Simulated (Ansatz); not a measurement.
# CH₄BFSe: a ladder of functionals and wavefunction methods

The task here is to estimate one member of a computed series from the others.

The runs use Ansatz 0.2.0, Gaussian basis; functionals in def2-TZVPP, the program's frozen cores in correlated methods.

The runs, in order: LDA (SPW92), PBE-D4, revPBE-D4, BLYP-D4, r2SCAN-D4, B97M-V, PBE0-D4, B3LYP-D4, r2SCANh-D4, r2SCAN0-D4, HSE06-D4, BHLYP-D4, CAM-B3LYP-D4, LC-ωPBE, ωB97X-V, ωB97M-V, B2PLYP, PBE-QIDH; CCSD(T)/def2-SVP; CCSD(T)/def2-TZVPP; MP2/def2-QZVPP; extrapolation to the limit; RPA on PBE.

## The relaxed structure

The geometry comes from an earlier relaxation with PBE0-D4 in a triple-zeta def2 set; it is a stationary point, not always the lowest conformer.

8 atoms, charge 0, spin multiplicity 1.

Atoms are counted from 1 here; the program's logs count them from 0.

Bond lengths: B1–Se2 1.893 Å, B1–H5 1.191 Å, B1–H6 1.192 Å, Se2–C3 1.956 Å, C3–F4 1.367 Å, C3–H7 1.091 Å, C3–H8 1.090 Å. Angles: Se2–B1–H5 116.8°, Se2–B1–H6 119.9°, H5–B1–H6 123.3°, B1–Se2–C3 100.4°, Se2–C3–F4 111.0°, Se2–C3–H7 108.0°, Se2–C3–H8 108.1°, F4–C3–H7 108.8°, F4–C3–H8 109.5°, H7–C3–H8 111.6°.

Geometry (Å):

| atom | x (Å) | y (Å) | z (Å) |
| --- | --- | --- | --- |
| B1 | -0.62398 | 1.49817 | -0.32999 |
| Se2 | 1.05232 | 0.62115 | -0.38991 |
| C3 | 0.55014 | -1.14631 | 0.28096 |
| F4 | 0.36323 | -2.02563 | -0.74837 |
| H5 | -0.65116 | 2.63011 | -0.69864 |
| H6 | -1.58380 | 0.91920 | 0.07566 |
| H7 | 1.36283 | -1.51033 | 0.91074 |
| H8 | -0.37747 | -1.04355 | 0.84374 |

The first run:

in.yaml

```yaml
crystal:
  periodic: [false, false, false]
  atoms:
    - {symbol: B, position_ang: [-0.623982, 1.498169, -0.329987]}
    - {symbol: Se, position_ang: [1.052316, 0.621146, -0.389906]}
    - {symbol: C, position_ang: [0.550145, -1.146315, 0.280960]}
    - {symbol: F, position_ang: [0.363226, -2.025630, -0.748372]}
    - {symbol: H, position_ang: [-0.651161, 2.630112, -0.698641]}
    - {symbol: H, position_ang: [-1.583805, 0.919201, 0.075663]}
    - {symbol: H, position_ang: [1.362828, -1.510334, 0.910744]}
    - {symbol: H, position_ang: [-0.377467, -1.043549, 0.843738]}
basis:
  gaussian: {orbitals: def2-TZVPP}
hamiltonian: {xc: lda}
output: {orbitals: {seedname: orbitals}}
```

On the command line:

```bash
$ ansatz run in.yaml --threads 2 --pin off --events-out ev --progress --plain --max-ram 4352MiB
```

Among the steps run: LDA; PBE-D4 (GGA); revPBE-D4 (GGA); BLYP-D4 (GGA); r2SCAN-D4 (meta-GGA); B97M-V (meta-GGA); PBE0-D4 (hybrid); B3LYP-D4 (hybrid); r2SCANh-D4 (hybrid); r2SCAN0-D4 (hybrid); HSE06-D4 (hybrid); BHLYP-D4 (hybrid); CAM-B3LYP-D4 (range-separated); LC-ωPBE (range-separated); ωB97X-V (range-separated); ωB97M-V (range-separated); B2PLYP (double hybrid); PBE-QIDH (double hybrid).

One table of the session follows, with a row left open; its other results are not shown here.

```
  functional  HOMO (eV)  LUMO (eV)  gap (eV)
 LDA (SPW92)      -7.07      -2.72      4.35
      PBE-D4      -6.88      -2.46      4.42
   revPBE-D4      -6.81      -2.35      4.45
     BLYP-D4      -6.69      -2.29      4.40
   r2SCAN-D4      -7.11      -2.16      4.95
      B97M-V      -7.13      -2.19      4.94
     PBE0-D4      -7.93      -1.55      6.38
    B3LYP-D4          ?          ?         ?
  r2SCANh-D4      -7.50      -1.84      5.66
  r2SCAN0-D4      -8.09      -1.37      6.72
    HSE06-D4      -7.54      -1.93      5.61
    BHLYP-D4      -8.82      -0.55      8.28
CAM-B3LYP-D4      -9.18      -0.47      8.71
     LC-ωPBE     -10.52       0.65     11.16
     ωB97X-V     -10.17       0.58     10.75
     ωB97M-V     -10.07       0.37     10.44
```

**Question.** Estimate the row for B3LYP-D4.

Worked estimate for «HOMO (eV)». Against the share of exact exchange, BLYP-D4 (0, -6.69), BHLYP-D4 (0.5, -8.82) give a slope of -4.26 per unit share; at 0.2 the line stands at -7.54.

The run gave: HOMO (eV): -7.69; LUMO (eV): -1.74; gap (eV): 5.96. In «HOMO (eV)» the line misses by +0.15.

To keep in mind: All levels share the lack of spin-orbit coupling, which lowers the free heavy atoms and so the true binding.
